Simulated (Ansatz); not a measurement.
**CdH7NOSi2: a ladder of functionals and wavefunction methods**

One table from this session's results is given with a row withheld; the runs are named, their logs left out.

Program: Ansatz 0.2.0, Gaussian basis. Level of theory: functionals in def2-TZVPP, the program's frozen cores in correlated methods. These are calculated values, not measurements.

The runs, in order: LDA (SPW92), PBE-D4, revPBE-D4, BLYP-D4, r2SCAN-D4, B97M-V, PBE0-D4, B3LYP-D4, r2SCANh-D4, r2SCAN0-D4, HSE06-D4, BHLYP-D4, CAM-B3LYP-D4, LC-ωPBE, ωB97X-V, ωB97M-V, B2PLYP, PBE-QIDH; CCSD(T)/def2-SVP; MP2/def2-TZVPP; MP2/def2-QZVPP; RPA on PBE.

### Structure used throughout

The geometry comes from an earlier relaxation with PBE0-D4 in a triple-zeta def2 set; it is a stationary point, not always the lowest conformer. Cd takes the def2 core potential; no spin-orbit term is included.

12 atoms, charge 0, spin multiplicity 1.

Atoms are counted from 1 here; the program's logs count them from 0.

Bond lengths: O1–Cd2 1.957 Å, O1–H6 0.960 Å, Cd2–N3 2.011 Å, N3–Si4 1.720 Å, N3–Si5 1.720 Å, Si4–H7 1.491 Å, Si4–H8 1.491 Å, Si4–H9 1.492 Å, Si5–H10 1.491 Å, Si5–H11 1.491 Å, Si5–H12 1.492 Å. Angles: Cd2–O1–H6 112.7°, O1–Cd2–N3 176.1°, Cd2–N3–Si4 118.0°, Cd2–N3–Si5 118.0°, Si4–N3–Si5 123.9°, N3–Si4–H7 112.3°, N3–Si4–H8 112.1°, N3–Si4–H9 108.8°, H7–Si4–H8 107.3°, H7–Si4–H9 107.9°, H8–Si4–H9 108.3°, N3–Si5–H10 112.1°, N3–Si5–H11 112.3°, N3–Si5–H12 108.8°, H10–Si5–H11 107.3°, H10–Si5–H12 108.3°, H11–Si5–H12 107.9°.

Geometry (Å):

```mol
CdH7NOSi2
  3D, bonds by distance, orders not assigned

 12 11  0  0  0  0  0  0  0  0999 V2000
    0.0917    3.6278    0.9782 O   0  0
    0.0270    1.7447    0.4488 Cd  0  0
    0.0503   -0.2159    0.0028 N   0  0
   -1.0876   -1.2375    0.7902 Si  0  0
    1.1857   -0.7655   -1.1664 Si  0  0
   -0.4822    4.1829    0.4454 H   0  0
   -2.0388   -1.8710   -0.1679 H   0  0
   -0.4238   -2.3370    1.5470 H   0  0
   -1.8815   -0.4200    1.7532 H   0  0
    2.0915   -1.8148   -0.6179 H   0  0
    0.5238   -1.3389   -2.3736 H   0  0
    2.0208    0.3903   -1.6056 H   0  0
  1  2  8  0
  2  3  8  0
  3  4  8  0
  3  5  8  0
  1  6  8  0
  4  7  8  0
  4  8  8  0
  4  9  8  0
  5 10  8  0
  5 11  8  0
  5 12  8  0
M  END
```

The first run:

in.yaml

```yaml
crystal:
  periodic: [false, false, false]
  atoms:
    - {symbol: O, position_ang: [0.091663, 3.627788, 0.978160]}
    - {symbol: Cd, position_ang: [0.027040, 1.744651, 0.448788]}
    - {symbol: N, position_ang: [0.050276, -0.215904, 0.002822]}
    - {symbol: Si, position_ang: [-1.087571, -1.237525, 0.790205]}
    - {symbol: Si, position_ang: [1.185709, -0.765513, -1.166408]}
    - {symbol: H, position_ang: [-0.482173, 4.182934, 0.445356]}
    - {symbol: H, position_ang: [-2.038822, -1.870969, -0.167939]}
    - {symbol: H, position_ang: [-0.423758, -2.337039, 1.546972]}
    - {symbol: H, position_ang: [-1.881504, -0.420017, 1.753201]}
    - {symbol: H, position_ang: [2.091531, -1.814751, -0.617901]}
    - {symbol: H, position_ang: [0.523820, -1.338904, -2.373594]}
    - {symbol: H, position_ang: [2.020790, 0.390251, -1.605563]}
basis:
  gaussian: {orbitals: def2-TZVPP}
hamiltonian: {xc: lda}
output: {orbitals: {seedname: orbitals}}
```

The run is started by

```sh
$ ansatz run in.yaml --threads 4 --pin off --events-out ev --progress --plain --max-ram 11315MiB
```

Among the steps run: LDA; PBE-D4 (GGA); revPBE-D4 (GGA); BLYP-D4 (GGA); r2SCAN-D4 (meta-GGA); B97M-V (meta-GGA); B3LYP-D4 (hybrid); r2SCANh-D4 (hybrid); r2SCAN0-D4 (hybrid); HSE06-D4 (hybrid); BHLYP-D4 (hybrid); CAM-B3LYP-D4 (range-separated); LC-ωPBE (range-separated); ωB97X-V (range-separated); ωB97M-V (range-separated); B2PLYP (double hybrid); PBE-QIDH (double hybrid).

One table of the session follows, with a row left open; its other results are not shown here.

It belongs to the step «Orbital energies across the functionals». 

```
  functional  HOMO (eV)  LUMO (eV)  gap (eV)
 LDA (SPW92)          ?          ?         ?
      PBE-D4      -6.14      -2.48      3.66
   revPBE-D4      -6.09      -2.36      3.73
     BLYP-D4      -6.02      -2.42      3.60
   r2SCAN-D4      -6.41      -2.25      4.16
      B97M-V      -6.55      -2.47      4.08
     PBE0-D4      -7.40      -1.60      5.80
    B3LYP-D4      -7.19      -1.89      5.30
  r2SCANh-D4      -6.88      -1.93      4.95
  r2SCAN0-D4      -7.59      -1.47      6.12
    HSE06-D4      -7.00      -1.97      5.03
    BHLYP-D4      -8.58      -0.79      7.79
CAM-B3LYP-D4      -8.75      -0.67      8.07
     LC-ωPBE     -10.08       0.59     10.66
     ωB97X-V      -9.75       0.38     10.12
     ωB97M-V      -9.66       0.12      9.77
```

Estimate the missing values for LDA (SPW92).

As computed: HOMO (eV): -6.28; LUMO (eV): -2.75; gap (eV): 3.53. In the column «HOMO (eV)» it lies between r2SCAN-D4 (-6.41) and PBE-D4 (-6.14).
